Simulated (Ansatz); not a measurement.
# H3C2N: the cost of one run

Method: DFT PBEsol, plane waves, PAW, scalar-relativistic, no spin polarisation, in Ansatz 0.2.0.

### Step 1. The system as given

The cell holds 36 atoms (C12H18N6): a = 8.788 Å, b = 8.788 Å, c = 8.788 Å, α = 90.00°, β = 90.00°, γ = 90.00°.

The coordinates stand in the first input below.

### Step 2. Preparing the start

The input, input.yaml:

```yaml
accuracy: low
crystal:
  lattice:
    - [8.78762, 0.0, 0.0]
    - [0.0, 8.78762, 0.0]
    - [0.0, 0.0, 8.78762]
  atoms:
    - { symbol: C, position: [0.9792414, 0.3920284, 0.5034544] }
    - { symbol: C, position: [0.9301958, 0.5018832, 0.6181727] }
    - { symbol: "N", position: [0.8906341, 0.5904957, 0.7107083] }
    - { symbol: H, position: [0.991786, 0.448025, 0.3932856] }
    - { symbol: H, position: [1.0883932, 0.3423317, 0.5358004] }
    - { symbol: H, position: [0.8953604, 0.3010275, 0.4928262] }
    - { symbol: C, position: [0.5682714, 0.0380346, 0.3931409] }
    - { symbol: C, position: [0.4475375, 0.1465561, 0.3573603] }
    - { symbol: "N", position: [0.3501496, 0.2340931, 0.3284985] }
    - { symbol: H, position: [0.5424483, -0.0726587, 0.3430377] }
    - { symbol: H, position: [0.6766877, 0.0782452, 0.3477629] }
    - { symbol: H, position: [0.5787674, 0.0248441, 0.51621] }
    - { symbol: C, position: [0.6557449, 0.9440117, 1.0193081] }
    - { symbol: C, position: [0.5774318, 0.9194628, 0.8747459] }
    - { symbol: "N", position: [0.5142618, 0.8996609, 0.7581373] }
    - { symbol: H, position: [0.6214393, 0.8576066, 1.101694] }
    - { symbol: H, position: [0.7786986, 0.9372297, 1.0029813] }
    - { symbol: H, position: [0.6274785, 1.0561268, 1.0647106] }
    - { symbol: C, position: [0.2751326, 0.6176374, 1.0028872] }
    - { symbol: C, position: [0.1550186, 0.6991069, 0.9218367] }
    - { symbol: "N", position: [0.0581307, 0.7648229, 0.8564588] }
    - { symbol: H, position: [0.2435407, 0.498392, 1.0174696] }
    - { symbol: H, position: [0.3813958, 0.6233879, 0.9388153] }
    - { symbol: H, position: [0.2930724, 0.6683169, 1.1148689] }
    - { symbol: C, position: [0.8818654, 0.7596014, 0.4025004] }
    - { symbol: C, position: [0.8530356, 0.8711942, 0.5222907] }
    - { symbol: "N", position: [0.8297804, 0.9612086, 0.6189175] }
    - { symbol: H, position: [0.9420106, 0.8130712, 0.3078765] }
    - { symbol: H, position: [0.9512867, 0.6665231, 0.4466285] }
    - { symbol: H, position: [0.7745276, 0.7131686, 0.3606346] }
    - { symbol: C, position: [0.5483119, 0.333913, 0.9451397] }
    - { symbol: C, position: [0.5379125, 0.3590299, 0.7811433] }
    - { symbol: "N", position: [0.5295241, 0.37929, 0.6488584] }
    - { symbol: H, position: [0.522957, 0.2152879, 0.9718862] }
    - { symbol: H, position: [0.6628479, 0.3604313, 0.9852449] }
    - { symbol: H, position: [0.4671488, 0.406654, 1.0047338] }
basis:
  ecutwfc: 420.0
kpoints:
  mp_grid: { grid: [1, 1, 1] }
hamiltonian:
  xc: pbesol
scf:
  occupations: { method: fermi_dirac, width: 0.02 }
  lower_state_search: "off"
relax:
  f_tol: 0.3
  max_steps: 15
  adjacent_minimum: "off"
```

The run is started by

```sh
> ansatz run input.yaml --threads 1 --pin off --max-ram 3072MiB --backend cpu --events-out ev --progress --plain --runs-dir out
```

What time and memory should one allow on 1 thread of Arm Neoverse V1, shared host?

About 61 s, with a peak of 0.54 GiB.
